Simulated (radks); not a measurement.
# Valence configurations of Tc⁺

One table from this session's results is given with a row withheld; the runs are named, their logs left out.

The numbers are computed with radks (a radial shooting solver on a logarithmic mesh, Libxc functionals) version 1 (Dirac Kohn-Sham, BLYP, spin-unpolarised, spherical densities, point nucleus; open shells fill j = l - 1/2 first), except any that are marked as measured or tabulated.

## The system

- element: technetium (Z = 43)
- charge: +1
- electrons: 42
- configuration: [Kr] 4d5 5s1
- others tried: 4d4 5s2; 4d5.5 5s0.5; 4d4.5 5s0.5 5p1; 4d5 5s0.5 5p0.5; 4d4.5 5s1.5; 4d5 5p1; 4d5.5 5p0.5; 4d6; 4d3 5s1 5p2

Set-up of the first run:

The run's settings:

```text
Z 43
configuration [Kr] 4d5 5s1
relativity Dirac
functional b88,lyp
spin unpolarised
j_filling energy
nucleus point
c 137.035999084
```

Steps of the session up to this table: [Kr] 4d5 5s1.

One table of the session follows, with a row left open; its other results are not shown here.

It belongs to the step «[Kr] 4d5 5s1». Sizes of the orbitals, from the radial functions (bohr):

```
level     <r>  outermost maximum (interpolated)  90 % within  nodes
3d3/2  0.3971                             0.310        0.634      0
3d5/2  0.4006                             0.312        0.639      0
4s1/2   1.057                             0.949         1.54      3
4p1/2   1.152                              1.01         1.71      2
4p3/2   1.182                              1.03         1.75      2
4d3/2   1.669                              1.26         2.67      1
4d5/2       ?                                 ?            ?      ?
5s1/2   3.041                              2.62         4.47      4
```

**Question.** Estimate the row for 4d5/2.

The run gave: <r>: 1.689; outermost maximum (interpolated): 1.27; 90 % within: 2.71; nodes: 1. In the column «<r>» it lies between 4d3/2 (1.669) and 5s1/2 (3.041).
